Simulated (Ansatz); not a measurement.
**InPt3: stress in a strained cell**

Aim: deform InPt3 (equal xy, yz and zx engineering shear strains of +1 %) and compute stress, forces and field gradients with LAPW, PAW and all-electron datasets made for the crystal.

Program: Ansatz 0.2.0. Level of theory: DFT PBEsol, scalar-relativistic. These are calculated values, not measurements.

## Step 1: The starting structure

Symmetry: Pm-3m, No. 221, cubic system. The conventional cell has a = 3.988 Å, b = 3.988 Å, c = 3.988 Å, α = 90.00°, β = 90.00°, γ = 90.00°. Around In (site symmetry m-3m) lie 12 Pt at 2.82 Å. Pt (site symmetry 4/mmm) is surrounded by 4 In at 2.82 Å and 8 Pt at 2.82 Å.

As a file:

```xyz
4
Lattice="3.9880 0.0000 0.0000 0.0000 3.9880 0.0000 0.0000 0.0000 3.9880" Properties=species:S:1:pos:R:3 pbc="T T T"
In    0.0000    0.0000    0.0000
Pt    1.9940    1.9940    0.0000
Pt    0.0000    1.9940    1.9940
Pt    1.9940    0.0000    1.9940
```

Atoms are numbered in the order of the input: In1, Pt2, Pt3, Pt4.

## Step 2: The deformed structure

Space group Pm-3m before, R-3m after.

## Step 3: Full-potential LAPW

Input file input.yaml:

```yaml
crystal:
  lattice:
    - [3.988, 0.01994, 0.01994]
    - [0.01994, 3.988, 0.01994]
    - [0.01994, 0.01994, 3.988]
  atoms:
    - { symbol: In, position: [0.0, 0.0, 0.0] }
    - { symbol: Pt, position: [0.5, 0.5, 0.0] }
    - { symbol: Pt, position: [0.0, 0.5, 0.5] }
    - { symbol: Pt, position: [0.5, 0.0, 0.5] }
kpoints:
  mp_grid: { grid: [10, 10, 10] }
  band_path:
    path:
      - [0.0, 0.0, 0.0]
      - [0.5, 0.5, 0.5]
      - [0.5098274679, 0.4901725321, 0.5]
      - [0.5, -0.4901725321, 0.4901725321]
      - [0.5, 0.0, 0.0]
      - [0.0, 0.0, 0.0]
      - [0.4950862661, -0.4950862661, 0.0]
      - [0.5049137339, 0.0, 0.4950862661]
      - [0.5, 0.0, 0.5]
    npoints: 5
scf:
  occupations: { method: fermi_dirac, width: 0.05 }
hamiltonian:
  xc: pbesol
  pseudopotentials: { kind: all_electron, lapw: { basis_error: 0.0005 } }
output:
  forces: true
  stress: true
  eigenvalues: true
```

Run with:

```
$ ansatz run input.yaml --threads 1 --pin off --max-ram 4096MiB --backend cpu --events-out ev --progress --plain --runs-dir out
```

## Step 4: Frozen-core PAW

Input file input.yaml:

```yaml
crystal:
  lattice:
    - [3.988, 0.01994, 0.01994]
    - [0.01994, 3.988, 0.01994]
    - [0.01994, 0.01994, 3.988]
  atoms:
    - { symbol: In, position: [0.0, 0.0, 0.0] }
    - { symbol: Pt, position: [0.5, 0.5, 0.0] }
    - { symbol: Pt, position: [0.0, 0.5, 0.5] }
    - { symbol: Pt, position: [0.5, 0.0, 0.5] }
kpoints:
  mp_grid: { grid: [10, 10, 10] }
scf:
  occupations: { method: fermi_dirac, width: 0.05 }
hamiltonian:
  xc: pbesol
  pseudopotentials: { kind: paw }
output:
  forces: true
  stress: true
  eigenvalues: true
  efg: { contact_densities: true }
```

## Step 5: Datasets made for this crystal

input.yaml: that of step 4 with these lines changed.

```diff
@@ -16,3 +16,3 @@
   xc: pbesol
-  pseudopotentials: { kind: paw }
+  pseudopotentials: { kind: all_electron, datasets: crystal }
 output:
```

(Steps that only read results are left out.)

Q: Predict the outcome of this session. Wanted: pressure; largest shear or deviatoric stress.

As calculated:

```
                                 quantity                                           value
                                 pressure  LAPW 0.93, PAW 0.93, crystal datasets 0.93 GPa
largest shear or deviatoric stress (LAPW)                                        0.99 GPa
```

What this shows: The largest part of the stress beyond the pressure is 0.99 GPa in size; the atoms are carried along and not relaxed. No run of the undeformed cell stands beside it, so pressure and stress hold what the given cell had before the change, as far as its symmetry allows. PAW: stress within 0.01 GPa of LAPW. Crystal datasets: stress within 0.01 GPa of LAPW. Spin-orbit coupling is left out, though the cell holds Pt; in elements this heavy it can shift bands and gaps by tenths of an eV.
